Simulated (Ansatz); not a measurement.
# F2GeHO radical: how energies converge with the basis set

An exercise on one series of results from a longer session: the logs are not shown, and one member is left open.

Program: Ansatz 0.2.0, Gaussian basis. Level of theory: one geometry, several basis sets. These are calculated values, not measurements.

Levels to be run: PBE0-D4/def2-SVP; ωB97M-V/def2-SVP; PBE0-D4/def2-QZVPP; ωB97M-V/def2-QZVPP; the functionals' def2-TZVPP values are taken from earlier runs.

### The geometry

An earlier PBE0-D4 in a triple-zeta def2 set relaxation fixed the geometry.

SMILES `[OH][Ge]([F])[F]`, 5 atoms, charge 0, spin multiplicity 2.

Atoms are counted from 1 here; the program's logs count them from 0.

Bond lengths: O1–Ge2 1.763 Å, O1–H5 0.963 Å, Ge2–F3 1.724 Å, Ge2–F4 1.735 Å. Angles: Ge2–O1–H5 112.7°, O1–Ge2–F3 104.7°, O1–Ge2–F4 108.6°, F3–Ge2–F4 106.1°.

The first run:

The input, in.yaml:

```yaml
crystal:
  periodic: [false, false, false]
  atoms:
    - {symbol: O, position_ang: [0.095778, 1.211080, -0.113341]}
    - {symbol: Ge, position_ang: [-0.125774, -0.418668, 0.522371]}
    - {symbol: F, position_ang: [1.467589, -0.966464, 0.885408]}
    - {symbol: F, position_ang: [-0.706449, -1.437378, -0.756940]}
    - {symbol: H, position_ang: [-0.681345, 1.537930, -0.578899]}
basis:
  gaussian: {orbitals: def2-SVP}
magnetization: {spin_polarized: true, initial_magnetization: 1}
hamiltonian: {xc: pbe0, dispersion: d4}
output: {orbitals: {seedname: orbitals}}
```

Launch:

```
ansatz run in.yaml --threads 4 --pin off --events-out ev --progress --plain --max-ram 10444MiB
```

Among the steps run: PBE0-D4 in def2-SVP; ωB97M-V in def2-SVP; PBE0-D4 in def2-QZVPP; ωB97M-V in def2-QZVPP.

One of the session's tables, all rows but one given; the rest of the session is left out.

It belongs to the step «Density functionals: the series». 

| functional | basis | HOMO (eV) | LUMO (eV) |
| --- | --- | --- | --- |
| PBE0-D4 | def2-SVP | -7.71 | -4.10 |
| PBE0-D4 | def2-TZVPP | -7.89 | -4.22 |
| PBE0-D4 | def2-QZVPP | -7.95 | -4.30 |
| ωB97M-V | def2-SVP | -9.80 | -2.16 |
| ωB97M-V | def2-TZVPP | ? | ? |
| ωB97M-V | def2-QZVPP | -10.08 | -2.47 |

**Question.** Estimate the row for ωB97M-V, def2-TZVPP.

**Answer.** HOMO (eV): -10.00; LUMO (eV): -2.34. In the column «HOMO (eV)» it lies between ωB97M-V, def2-QZVPP (-10.08) and ωB97M-V, def2-SVP (-9.80).
